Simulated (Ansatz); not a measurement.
# CH5FSeSi: how energies converge with the basis set

An exercise on one series of results from a longer session: the logs are not shown, and one member is left open.

The runs use Ansatz 0.2.0, Gaussian basis; one geometry, several basis sets.

Plan: PBE0-D4/def2-SVP; ωB97M-V/def2-SVP; PBE0-D4/def2-QZVPP; ωB97M-V/def2-QZVPP; the functionals' def2-TZVPP values are taken from earlier runs.

**Structure used throughout**

All runs share one geometry, relaxed beforehand with PBE0-D4 in a triple-zeta def2 set.

9 atoms, charge 0, spin multiplicity 1.

Atoms are counted from 1 here; the program's logs count them from 0.

Bond lengths: F1–C2 1.386 Å, C2–Si3 1.894 Å, C2–H5 1.097 Å, C2–H6 1.096 Å, Si3–Se4 2.274 Å, Si3–H7 1.483 Å, Si3–H8 1.487 Å, Se4–H9 1.469 Å. Angles: F1–C2–Si3 111.2°, F1–C2–H5 108.3°, F1–C2–H6 108.5°, Si3–C2–H5 109.9°, Si3–C2–H6 111.2°, H5–C2–H6 107.7°, C2–Si3–Se4 113.2°, C2–Si3–H7 109.9°, C2–Si3–H8 106.9°, Se4–Si3–H7 105.1°, Se4–Si3–H8 111.1°, H7–Si3–H8 110.7°, Si3–Se4–H9 92.9°.

The first run:

Contents of in.yaml:

```yaml
crystal:
  periodic: [false, false, false]
  atoms:
    - {symbol: F, position_ang: [-1.479977, 1.485471, 0.042790]}
    - {symbol: C, position_ang: [-0.170212, 1.153434, 0.350264]}
    - {symbol: Si, position_ang: [0.070364, -0.724775, 0.377274]}
    - {symbol: Se, position_ang: [-0.334593, -1.707595, -1.633007]}
    - {symbol: H, position_ang: [0.070999, 1.574657, 1.334182]}
    - {symbol: H, position_ang: [0.489301, 1.626549, -0.385491]}
    - {symbol: H, position_ang: [-0.898412, -1.344075, 1.313326]}
    - {symbol: H, position_ang: [1.466472, -0.975112, 0.823892]}
    - {symbol: H, position_ang: [0.874656, -1.134854, -2.240231]}
basis:
  gaussian: {orbitals: def2-SVP}
hamiltonian: {xc: pbe0, dispersion: d4}
output: {orbitals: {seedname: orbitals}}
```

Run with:

```console
$ ansatz run in.yaml --threads 4 --pin off --events-out ev --progress --plain --max-ram 10444MiB
```

Steps of the session up to this table: PBE0-D4 in def2-SVP; ωB97M-V in def2-SVP; PBE0-D4 in def2-QZVPP; ωB97M-V in def2-QZVPP.

One of the session's tables, all rows but one given; the rest of the session is left out.

It belongs to the step «Density functionals: the series». 

```
functional       basis  HOMO (eV)  LUMO (eV)
   PBE0-D4    def2-SVP          ?          ?
   PBE0-D4  def2-TZVPP      -7.15      -0.02
   PBE0-D4  def2-QZVPP      -7.17      -0.21
   ωB97M-V    def2-SVP      -9.18       2.26
   ωB97M-V  def2-TZVPP      -9.32       1.75
   ωB97M-V  def2-QZVPP      -9.34       1.26
```

**Question.** Estimate the row for PBE0-D4, def2-SVP.

**Answer.** HOMO (eV): -7.03; LUMO (eV): 0.27. In the column «HOMO (eV)» it is the highest.
